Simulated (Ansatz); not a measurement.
# BFH7NOSi: the cost of one run

Method: RHF/6-31G*, in Ansatz 0.2.0.

**1. The starting structure**

Bond lengths: N2–H3 1.060 Å, N2–H4 1.060 Å, B1–F5 1.320 Å, B1–H6 1.190 Å, B1–O7 1.710 Å, O7–Si8 1.680 Å, Si8–H9 1.460 Å, Si8–H10 1.460 Å, Si8–H11 1.460 Å, N2–H12 1.135 Å. Angles: H3–N2–H4 120.0°, H3–N2–H12 106.4°, H4–N2–H12 90.3°, F5–B1–H6 120.0°, F5–B1–O7 105.4°, H6–B1–O7 92.8°, B1–O7–Si8 125.0°, O7–Si8–H9 109.5°, O7–Si8–H10 109.5°, O7–Si8–H11 109.5°, H9–Si8–H10 109.4°, H9–Si8–H11 109.4°, H10–Si8–H11 109.4°.

Coordinates:

```xyz
12

B     0.0000    0.0000    0.0000
N     0.0000    0.0000    1.9000
H    -0.8770   -0.2713    2.4300
H     0.8770    0.2713    2.4300
F     1.1431    0.0000   -0.6600
H    -1.0305    0.0000   -0.5950
O    -0.2139    1.6086    0.5392
Si   -1.6303    2.4980    0.3801
H    -2.6472    1.6816   -0.2764
H    -2.1060    2.8972    1.7014
H    -1.3702    3.6891   -0.4232
H    -0.1432    1.0772    1.5734
```

**2. A restrained relaxation towards end A**

Springs on the bonds that form and break draw the guess towards this end; the thresholds are loose.

The input, input.yaml:

```yaml
crystal:
  periodic: [false, false, false]
  atoms:
    - { symbol: B, position_ang: [0.0, 0.0, 0.0] }
    - { symbol: "N", position_ang: [0.0, 0.0, 1.9] }
    - { symbol: H, position_ang: [-0.877, -0.2713, 2.43] }
    - { symbol: H, position_ang: [0.877, 0.2713, 2.43] }
    - { symbol: F, position_ang: [1.1431, 0.0, -0.66] }
    - { symbol: H, position_ang: [-1.0305, 0.0, -0.595] }
    - { symbol: O, position_ang: [-0.2139, 1.6086, 0.5392] }
    - { symbol: Si, position_ang: [-1.6303, 2.498, 0.3801] }
    - { symbol: H, position_ang: [-2.6472, 1.6816, -0.2764] }
    - { symbol: H, position_ang: [-2.106, 2.8972, 1.7014] }
    - { symbol: H, position_ang: [-1.3702, 3.6891, -0.4232] }
    - { symbol: H, position_ang: [-0.1432, 1.0772, 1.5734] }
basis:
  gaussian: { orbitals: "6-31G*" }
hamiltonian:
  xc: hf
relax:
  f_tol: 0.15
  max_steps: 25
  restrain:
    - { distance: [0, 6], at: 2.61, k: 30.0 }
    - { distance: [11, 1], at: 2.26, k: 30.0 }
    - { distance: [0, 1], at: 1.55, k: 30.0 }
    - { distance: [11, 6], at: 1.01, k: 30.0 }
output:
  orbitals: {}
```

Started as:

```console
ansatz run input.yaml --threads 1 --pin off --max-ram 2048MiB --backend cpu --events-out ev --progress --plain --runs-dir out
```

What time and memory should one allow on 1 thread of Arm Neoverse V1, shared host?

About 54 s, with a peak of 0.18 GiB.
